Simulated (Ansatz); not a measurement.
# AlAsH₂ (singlet): the correlation ladder, cc-pVDZ

The task here is to estimate one member of a computed series from the others.

Program: Ansatz 0.2.0, Gaussian basis. Level of theory: cc-pVDZ, core rule «outside noble gas», up to 19 orbitals frozen. These are calculated values, not measurements.

Plan: UHF; CCSD(T) on RHF; CCSD(T) on UHF; BCCD(T) on RHF; CISD; CCSDT(Q) on RHF; CCSDT(Q) on UHF; CCSDTQ on RHF; CASSCF and MRCISD+Q, 10 electrons in 10 orbitals; CASSCF and MRCISD+Q(relaxed), 10 electrons in 10 orbitals; CASSCF and NEVPT2, 10 electrons in 10 orbitals.

9 further runs of the same task are left out: 5 for a known fault of the program, 4 set aside as unsound or not needed.

### What is computed

The geometry is a PBE0/def2-TZVP stationary point (not a proven minimum). No spin-orbit coupling is included. The filled d shell of As may be among the frozen orbitals whatever the setting's name suggests; the logs give the count.

4 atoms, charge 0, spin multiplicity 1.

Atoms are counted from 1 here; the program's logs count them from 0.

Bond lengths: Al1–As2 2.523 Å, As2–H3 1.535 Å, As2–H4 1.535 Å. Angles: Al1–As2–H3 80.9°, Al1–As2–H4 80.9°, H3–As2–H4 90.2°.

The first run:

The input, in.yaml:

```yaml
crystal:
  periodic: [false, false, false]
  atoms:
    - {symbol: Al, position_ang: [-0.010266, 0.000001, 1.863024]}
    - {symbol: As, position_ang: [0.031352, 0.000000, -0.659252]}
    - {symbol: H, position_ang: [-1.027816, -1.087510, -0.434086]}
    - {symbol: H, position_ang: [-1.027822, 1.087503, -0.434087]}
basis:
  gaussian: {orbitals: cc-pVDZ}
magnetization: {spin_polarized: true, initial_magnetization: 0}
hamiltonian: {xc: hf}
output: {orbitals: {seedname: orbitals}}
```

Command:

```sh
$ ansatz run in.yaml --threads 1 --pin off --events-out ev --progress --plain --max-ram 4096MiB --backend cpu
```

Among the steps run: UHF; CCSD(T) on RHF; CCSD(T) on UHF; BCCD(T) on RHF; CISD; CCSDT(Q) on RHF; CCSDT(Q) on UHF; CCSDTQ on RHF; CASSCF and MRCISD+Q, 10 electrons in 10 orbitals; CASSCF and MRCISD+Q(relaxed), 10 electrons in 10 orbitals; CASSCF and NEVPT2, 10 electrons in 10 orbitals.

One of the session's tables, all rows but one given; the rest of the session is left out.

```
                   method  from RCCSDTQ (kcal/mol)
                      RHF                  +127.76
                      UHF                  +127.72
                     RMP2                   +27.11
                     CISD                   +15.66
                    RCCSD                    +4.63
                 RCCSD(T)                    +0.85
                  BCCD(T)                    +0.84
                   RCCSDT                    +0.25
                RCCSDT(Q)                    +0.01
                  RCCSDTQ                        0
           CASSCF valence                   +78.43
           NEVPT2 valence                   +19.96
           MRCISD valence                    +5.87
         MRCISD+Q valence                    +0.72
MRCISD+Q(relaxed) valence                        ?
```

**Question.** Estimate the row for MRCISD+Q(relaxed) valence.

The run gave: from RCCSDTQ (kcal/mol): -0.20. In the column «from RCCSDTQ (kcal/mol)» it is the lowest.
